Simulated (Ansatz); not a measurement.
# C2H6O2Si: the cost of one run

Computed with Ansatz 0.2.0, driven from Python. Level of theory: Hartree-Fock/def2-SVP.

## Step 1: Starting point

Bond lengths: O1–C2 1.367 Å, C2–C3 1.448 Å, C3–O4 1.440 Å, C3–Si5 1.839 Å, O4–Si5 1.661 Å, O1–H6 0.988 Å, C2–H7 1.074 Å, C2–H8 1.093 Å, C3–H9 1.085 Å, Si5–H10 1.494 Å, Si5–H11 1.500 Å. Angles (14 of 20 angles, heavy atoms first): O1–C2–C3 106.6°, C2–C3–O4 119.4°, C2–C3–Si5 121.6°, O4–C3–Si5 59.4°, C3–O4–Si5 72.3°, C3–Si5–O4 48.3°, O1–C2–H7 109.7°, O1–C2–H8 107.7°, C3–C2–H7 112.5°, C3–C2–H8 108.9°, C2–O1–H6 110.4°, C2–C3–H9 116.9°, O4–C3–H9 111.6°, Si5–C3–H9 115.0°.

The script holds or builds the structure itself.

## Step 2: Script

File c2h6o2si_opt.py:

```python
'''Geometry optimisation of C2H6O2Si.'''

import itertools
import warnings

import ansatz as az
from ase import Atoms
from ase.data import atomic_numbers, covalent_radii
import numpy as np
import pandas as pd

warnings.simplefilter('ignore', az.DeckWarning)

atoms = Atoms(['O', 'C', 'C', 'O', 'Si', 'H', 'H', 'H', 'H', 'H', 'H'], positions=[
    (-1.1283, 1.5538, -1.0208),
    (-0.8383, 0.2322, -0.8254),
    (0.4632, 0.1826, -0.1935),
    (0.569, 0.3958, 1.2268),
    (0.9381, -1.1955, 0.9271),
    (-1.0551, 2.0518, -0.171),
    (-1.605, -0.2219, -0.2254),
    (-0.7729, -0.2422, -1.8075),
    (1.2866, 0.6428, -0.7295),
    (2.3521, -1.3712, 1.3754),
    (-0.1441, -2.0853, 1.4643),
])
molecule = az.Crystal.molecule_from_ase(atoms)

job = (
    molecule.calculation()
    .basis(gaussian='def2-SVP')
    .functional('HF')
)
symbols = [site.symbol for site in molecule.cartesian_sites]
start = np.array([site.position_ang for site in molecule.cartesian_sites], dtype=float)
data = job.relax(force_tolerance=0.02, max_steps=100).run().report
end = np.array(data['positions_ang'])

print('reference energy %16.6f eV' % data['reference_energy_ev'])
print('total energy     %16.6f eV' % data['free_energy_ev'])
print('occupied orbitals outside the frozen core (up, down):', data['n_occupied'], ' frozen:', data['n_frozen'], ' virtual:', data['n_virtual'])

# pairs closer than 1.2 times the sum of covalent radii, before or after
radius = [covalent_radii[atomic_numbers[s]] for s in symbols]
span = lambda where, i, j: np.linalg.norm(where[i] - where[j])
bonded = [(i, j) for i, j in itertools.combinations(range(len(symbols)), 2) if min(span(start, i, j), span(end, i, j)) < 1.2 * (radius[i] + radius[j])]
print('pair        before    after (A)')
for i, j in bonded:
    print(f'{symbols[i]}{i}-{symbols[j]}{j}'.ljust(10), f'{span(start, i, j):8.4f} {span(end, i, j):8.4f}')
for first, second in list(itertools.combinations(bonded, 2)):
    shared = set(first) & set(second)
    if shared and symbols[(j := shared.pop())] != 'H':
        i, k = sorted((set(first) | set(second)) - {j})
        u, v = end[i] - end[j], end[k] - end[j]
        angle = np.degrees(np.arccos(np.clip(u @ v / np.linalg.norm(u) / np.linalg.norm(v), -1, 1)))
        print(f'final angle {symbols[i]}{i}-{symbols[j]}{j}-{symbols[k]}{k}: {angle:.2f} deg')

charges = data['charge_distribution']
table = pd.DataFrame({'atom': symbols, 'mulliken': charges['mulliken_charges_e'], 'lowdin': charges['lowdin_charges_e']})
print(table.round(3).to_string())
print('dipole (e A):', np.round(charges['dipole_moment_e_ang'], 4) + 0.0)
```

## Step 3: What the engine is handed

The package turns the script's settings into the engine's input:

```yaml
crystal:
  periodic: [false, false, false]
  atoms:
    - { symbol: O, position_ang: [-1.1283, 1.5538, -1.0208] }
    - { symbol: C, position_ang: [-0.8383, 0.2322, -0.8254] }
    - { symbol: C, position_ang: [0.4632, 0.1826, -0.1935] }
    - { symbol: O, position_ang: [0.569, 0.3958, 1.2268] }
    - { symbol: Si, position_ang: [0.9381, -1.1955, 0.9271] }
    - { symbol: H, position_ang: [-1.0551, 2.0518, -0.171] }
    - { symbol: H, position_ang: [-1.605, -0.2219, -0.2254] }
    - { symbol: H, position_ang: [-0.7729, -0.2422, -1.8075] }
    - { symbol: H, position_ang: [1.2866, 0.6428, -0.7295] }
    - { symbol: H, position_ang: [2.3521, -1.3712, 1.3754] }
    - { symbol: H, position_ang: [-0.1441, -2.0853, 1.4643] }
basis:
  gaussian:
    orbitals: def2-SVP
hamiltonian:
  xc: hf
relax:
  f_tol: 0.02
  max_steps: 100
```

## Step 4: The run

On the command line:

```sh
> python c2h6o2si_opt.py
```

**Question.** How long does this script take on 1 thread of Arm Neoverse V2, shared host, and how much memory does it need?

About 18 s, with a peak of 0.31 GiB.
